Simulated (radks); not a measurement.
# Sc⁴⁺ in [Ne] 3s2 3p5: an all-electron calculation

An exercise on one series of results from a longer session: the logs are not shown, and one member is left open.

Program: radks (a radial shooting solver on a logarithmic mesh, Libxc functionals) version 1. Level of theory: scalar-relativistic Kohn-Sham, r2SCAN, spin-polarised, spherical densities, finite nucleus; open shells are filled with parallel spins first. These are calculated values, not measurements, unless marked.

## Starting point

* element: scandium (Z = 21)
* charge: +4
* electrons: 17
* configuration: [Ne] 3s2 3p5
* nuclear rms radius: 3.5459 fm

The outer shells:

Sc⁴⁺
```
[Ne] core
3s [↑↓]
3p [↑↓][↑↓][↑ ]
```

Set-up of the first run:

The run's settings:

```text
Z 21
configuration [Ne] 3s2 3p5 4s0 3d0
relativity scalar-relativistic
functional r2scan,r2scan
spin polarised
nucleus finite rms 3.5459 fm
c 137.035999084
```

Among the steps run: Self-consistent calculation.

One of the session's tables, all rows but one given; the rest of the session is left out.

It belongs to the step «Radial structure». Sizes of the orbitals, from the radial functions (bohr):

```
  level      <r>  outermost maximum (interpolated)  90 % within  nodes
  1s up  0.07306                            0.0478        0.130      0
1s down  0.07305                            0.0478        0.130      0
  2s up   0.3421                             0.283        0.532      1
2s down   0.3421                             0.283        0.531      1
  2p up   0.3068                             0.232        0.505      0
2p down   0.3069                             0.232        0.505      0
  3s up    1.032                             0.909         1.53      2
3s down    1.036                             0.911         1.54      2
  3p up    1.087                             0.939         1.64      1
3p down    1.093                             0.942         1.65      1
  3d up    1.201                             0.949         1.91      0
3d down    1.214                             0.952         1.95      0
  4s up        ?                                 ?            ?      ?
4s down    2.566                              2.39         3.70      3
```

Q: Estimate the row for 4s up from the others.

As computed: <r>: 2.525; outermost maximum (interpolated): 2.33; 90 % within: 3.65; nodes: 3. In the column «<r>» it lies between 3d down (1.214) and 4s down (2.566).

Limits of these values: Open shells are spherical and high-spin; term and fine-structure splittings are not resolved.
